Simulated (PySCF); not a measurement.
# C4H6F4Ge: the cost of one run

Computed with PySCF 2.14.0, with density-fitted response routines of our own, on a single molecule, in the gas phase or a continuum. Atoms count from 0, in the outputs and in this text.

**1. The molecule as given**

15 atoms, charge 0, multiplicity 1; geometry from: GFN2-xTB. The atoms were then displaced at random by about 0.01 Å, so the start is not that level's minimum.

Bonds of the start (Å): F0–C1 1.33, C1–F2 1.36, C1–F3 1.36, C1–C4 1.51, C4–F5 1.37, C4–C6 1.53, C6–C7 1.54, C7–Ge8 1.98, Ge8–C4 2.00, C6–H9 1.08, C6–H10 1.09, C7–H11 1.10, C7–H12 1.11, Ge8–H13 1.52, Ge8–H14 1.49.

**2. Relaxing the molecule at PBE0-D3(BJ)/def2-SVP**

What the job is given:

```
{"job": {"xc": "PBE0", "basis": "def2-SVP", "d3": "d3bj", "grid": 1, "shake": 0.01, "kind": "geom"}, "charge": 0, "multiplicity": 1}
F      1.859300     1.942770    -0.303220
C      1.300810     1.005980     0.461010
F      0.263010     1.597730     1.118250
F      2.251840     0.685590     1.378540
C      0.752970    -0.132390    -0.361920
F      1.778390    -0.674360    -1.091790
C      0.011610    -1.158890     0.497630
C     -1.440750    -0.671810     0.337660
Ge    -0.959240     0.478700    -1.194270
H      0.143810    -2.133950     0.041470
H      0.339740    -1.217820     1.538720
H     -1.780140    -0.095920     1.209000
H     -2.192410    -1.476780     0.175090
H     -1.144030    -0.112960    -2.581030
H     -1.200230     1.946710    -1.232390
```

Started as:

```
$ OMP_NUM_THREADS=1 python probes_run.py task.json out
```

The driver reads the jobs from task.json and runs them one after another.

**Question.** How long does this first job take on 1 thread of AMD EPYC 9R14, shared host, and how much memory does it need?

About 3.9 min, with a peak of 0.8 GiB.
